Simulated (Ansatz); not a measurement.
The same path of a periodic cell of 15 atoms, TiAl$_{6}$N$_{8}$ (host AlN, host structure P6_3mc, dopant Ti, one Al atom removed), cell charge -2 was run twice with different band settings. Lost on the way: Al2–Ti6, N3–Ti6, Ti6–N7. Made: Ti6–N11, Ti6–Al12, Ti6–N15.

Computed with Ansatz 0.2.0, DFT PBE-D3(BJ), scalar-relativistic, plane waves, PAW. Settings: PAW set soft_1, cutoff 420 eV, k mesh 2x2x2, gaussian smearing 0.02 eV, no spin polarisation.

Relaxed end points:

```xyz
15
Lattice="-3.0810 -5.3364 0.0000 4.6215 -2.6682 0.0000 0.0000 0.0000 5.0310" Properties=species:S:1:pos:R:3
Al -0.021 -3.575 0.001
Al 1.548 -4.465 2.552
N 0.024 -3.596 1.910
N 1.526 -4.426 4.437
Al 3.096 -3.523 -0.028
Ti 0.026 -1.739 2.579
N 3.026 -3.520 1.881
N -0.096 -1.852 4.403
Al 3.080 -1.732 2.570
N 1.555 -0.863 2.076
N 3.252 -1.863 4.364
Al 1.566 -6.267 -0.013
Al -1.546 -4.453 2.615
N 1.558 -6.208 1.897
N -1.519 -4.303 4.413
```

```xyz
15
Lattice="-3.0810 -5.3364 0.0000 4.6215 -2.6682 0.0000 0.0000 0.0000 5.0310" Properties=species:S:1:pos:R:3
Al 0.014 -3.545 0.089
Al 1.524 -4.401 2.492
N -0.012 -3.696 1.887
N 1.531 -4.459 4.402
Al 3.090 -3.599 0.044
Ti 1.522 -0.922 0.052
N 2.919 -3.467 1.838
N -0.007 -1.799 4.582
Al 3.076 -1.808 2.477
N 1.646 -0.810 1.877
N 3.144 -1.810 4.386
Al 1.542 -6.202 0.026
Al -1.511 -4.424 2.506
N 1.564 -6.241 1.910
N -1.556 -4.402 4.414
```

Common settings: climbing image yes; optimiser quadratic models (default); force threshold 0.05 eV/Å; end points relaxed.

| run | movable images | spring | start path | iteration limit |
| --- | --- | --- | --- | --- |
| 1 | 5 | 1.0 eV/Å² | IDPP | 80 |
| 2 | 1 | 5.0 eV/Å² | default | 50 |

What does each run give, and how far can it be trusted?

Run 1: converged after 44 iterations, highest image 2.351 eV above the first end. The profile has 2 maxima (images 1, 3) with wells between them (image 2): this band takes more than one step, which may be the mechanism or a detour left from its start path. Neighbouring images differ by up to 1.9 eV, so the band resolves the path poorly. By the program's own check the climbing image is of a kind that is not told: the force calls were inconclusive, a negative curvature could not be distinguished from the path's own, the only one lies far off the path, or fixed occupations may fill a level only in part (lowest curvatures found: -6.03 and 2.84 eV/Å²).
Run 2: converged after 17 iterations, highest image 2.122 eV above the first end. Neighbouring images differ by up to 2.1 eV, so the band resolves the path poorly. The order of the stationary point at the top wasn't checked. So few images can step over the top or miss a turn of the path.
Limits of this set-up: coarse k mesh, no spin, though dangling bonds at a vacancy may carry it, a small cell, in which the defect meets its images, charged cell in a uniform background, uncorrected.
